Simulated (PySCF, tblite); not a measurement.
# C6H12B radical: geometry, infrared bands and EPR parameters

Aim: predict the infrared bands and EPR parameters of C6H12B radical (`[CH2]C1CCBCC1`).

Programs: tblite 0.8.0 and PySCF 2.14.0, with density-fitted response routines of our own. Each step states its level of theory. These are calculated values for one molecule in the gas phase, unless marked as measured. Atoms count from 0, in the outputs and in this text.

## Step 1: The starting structure

19 atoms, charge 0, multiplicity 2; geometry from: force field or distance geometry start.

Bonds of the start (Å): C0–C1 1.48, C1–C2 1.50, C2–C3 1.49, C3–B4 1.59, B4–C5 1.59, C5–C6 1.49, C6–C1 1.48, C0–H7 1.07, C0–H8 1.07, C1–H9 1.11, C2–H10 1.11, C2–H11 1.12, C3–H12 1.10, C3–H13 1.11, B4–H14 1.20, C5–H15 1.11, C5–H16 1.12, C6–H17 1.12, C6–H18 1.12.

## Step 2: Geometry optimisation with GFN2-xTB

What the job is given:

```
{"job": {"kind": "relax", "xc": "GFN2-xTB", "basis": "xTB"}, "charge": 0, "multiplicity": 2}
C     -1.154300    -1.971500     0.016400
C     -0.549000    -0.696000    -0.422100
C      0.935800    -0.880600    -0.402300
C      1.758700     0.334300    -0.139800
B      0.897300     1.598400    -0.556300
C     -0.443800     1.732200     0.292800
C     -1.125600     0.410800     0.376100
H     -0.529100    -2.799200     0.275800
H     -2.223400    -2.068600     0.041900
H     -0.846500    -0.532900    -1.475300
H      1.271800    -1.692600     0.277700
H      1.217600    -1.231100    -1.427200
H      2.711100     0.365300    -0.695200
H      1.945500     0.451100     0.951200
H      0.817500     1.791600    -1.736000
H     -1.093600     2.523100    -0.125800
H     -0.176700     2.044900     1.337100
H     -1.260500     0.046100     1.427000
H     -2.162700     0.584000    -0.008400
```

The run is started by

```
OMP_NUM_THREADS=1 python probes_run.py task.json out
```

One launch serves the whole session: the jobs run in the order shown.

**Question.** This job is followed by: GFN2-xTB harmonic vibrations, gas phase; UKS B3LYP, pcH-1 on B C H, non-relativistic, mean-field spin-orbit, GIAO. What will the session give for the following? strongest single infrared mode (GFN2-xTB); zero-point energy (GFN2-xTB); g(iso) (B3LYP); ⟨S²⟩; largest a(iso) (averaged by class); potential on the surface of density 0.002 e/bohr³, 1st and 99th percentile.

As calculated:

```
                                                                  quantity                  value
                                 strongest single infrared mode (GFN2-xTB)  2620 cm⁻¹, 172 km/mol
                                              zero-point energy (GFN2-xTB)         102.1 kcal/mol
                                                            g(iso) (B3LYP)                2.00252
                                                                      ⟨S²⟩     0.754 (exact 0.75)
                                        largest a(iso) (averaged by class)    13C on C0, 93.2 MHz
potential on the surface of density 0.002 e/bohr³, 1st and 99th percentile     -0.49 V and 1.11 V
```

The optimisation took 133 steps and gained 1.134 eV; among the close pairs (by a distance rule), C1–C6 changed most, from 1.481 to 1.551 Å. All 51 modes are real, so the xTB geometry is a minimum. The strongest single mode, at 2620 cm⁻¹, moves mainly H14. Unscaled tight-binding wavenumbers are off by several per cent, some by more. Its intensities can rank the bands wrongly. Most of the unpaired spin sits on C0 (1.09 e). The isotropic g lies 0.2 ppt above the free-electron value. The conformer search found further structures of the same energy, which may be mirror or relabelled copies of this one.
